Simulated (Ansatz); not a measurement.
## TaWC2 under changes of volume

One of the cells (10.916 Å³/atom); the others are scaled copies at fixed shape and fractional positions:

```
W Ta C
1.0
     1.57186    0.90751    5.10162
    -1.57186    0.90751    5.10162
     0.00000   -1.81502    5.10162
W Ta C
1 1 2
Direct
  0.00000 0.00000 0.00000
  0.50000 0.50000 0.50000
  0.25093 0.25093 0.25093
  0.74907 0.74907 0.74907
```

The cell comes from a database or a generator and needn't be the stable form of this composition.

| Property | Result |
| --- | --- |
| Program | Ansatz 0.2.0 |
| Functional | PBEsol |
| Potentials or basis | all-electron LAPW, scalar-relativistic |
| Cutoff | 330 eV (chosen from the basis error) |
| Basis error allowed | 0.001 eV/atom |
| k mesh | 10 × 10 × 10 |
| Occupations | fermi-dirac, width 0.05 eV |
| Spin | no spin polarisation |

```tsv
volume (Å³/atom)	energy over the lowest point (meV/atom)	pressure (GPa)	largest force (eV/Å)
10.261	10.08	11.7	0.082
10.479	0.00	3.3	0.081
10.698	?	?	?
10.916	11.04	-10.9	0.076
11.134	30.07	-16.9	0.073
11.353	56.88	-22.3	0.069
11.571	90.67	-27.2	0.066
```

Question: What does the run at 10.698 Å³/atom give?

Answer: Energy over the lowest point 0.69 meV/atom; pressure -4.2 GPa; largest force 0.079 eV/Å.

Worked out: A Birch-Murnaghan fit of order 3 (a polynomial in V^(-2/3)) to the other rows has its minimum at 10.57 Å³/atom with B0 = V·E''(V) = 365 GPa and B' = 4.3 at fixed shape and positions, which overstates the stiffness. It gives 0.70 meV/atom at 10.698 Å³/atom, against the run's 0.69, and -dE/dV = -4.2 GPa, against -4.2.

Energies are extrapolated to zero smearing.
